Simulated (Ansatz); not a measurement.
**ZnSe: a single-point run**

The task is a single-point run on ZnSe. The structure is shown as the input types it.

Method: density functional or hybrid calculation with the settings of its input, plane waves (as first typed), in Ansatz 0.2.0.

4 further runs of the same task are left out: 1 for a known fault of the program, 3 that didn't finish.

## Step 1: The system as given

Symmetry: F-43m, No. 216, cubic system. Conventional cell: a = 5.665 Å, b = 5.665 Å, c = 5.665 Å, α = 90.00°, β = 90.00°, γ = 90.00°. Around Zn (site symmetry -43m) lie 4 Se at 2.45 Å. Se (site symmetry -43m) is surrounded by 4 Zn at 2.45 Å.

Structure file:

```
CELL_PARAMETERS angstrom
0.00000 2.83242 2.83242
2.83242 0.00000 2.83242
2.83242 2.83242 0.00000
ATOMIC_POSITIONS crystal
Zn 0.00000 0.00000 0.00000
Se 0.25000 0.25000 0.25000
```

## Step 2: Input and run

File input.yaml:

```yaml
crystal:
  lattice:
    - [0.0, 2.8324206848, 2.8324206848]
    - [2.8324206848, 0.0, 2.8324206848]
    - [2.8324206848, 2.8324206848, 0.0]
  atoms:
    - { symbol: Zn, position: [0.0, 0.0, 0.0] }
    - { symbol: Se, position: [0.25, 0.25, 0.25] }
kpoints:
  mp_grid: { grid: [6, 6, 6] }
hamiltonian:
  xc: r2scan
scf:
  occupations: { method: fixed }
  n_extra_bands: 4
  max_iter: 58
output:
  forces: true
  stress: true
  eigenvalues: true
basis:
  ecutwfc: 40
```

Command:

```bash
> ansatz run input.yaml --threads 4 --pin off --max-ram 3686MiB --backend cpu --events-out ev --progress --plain --runs-dir out
```

Q: Will this input give a usable result? If not, why, and what should change?

The SCF settled after 9 cycles, but the program rejected the state: the PAW expansion on Zn puts 3.04 electrons into one spin orbital, where Pauli's rule allows one and the program refuses over 2. Such a state lies outside what the potentials can describe, so there is no result.

Look at the input: basis.ecutwfc is 40. With so few plane waves the basis is incomplete by a wide margin. The potentials' recommended cutoff is 500 eV.

What to do: delete basis.ecutwfc (the default then holds).
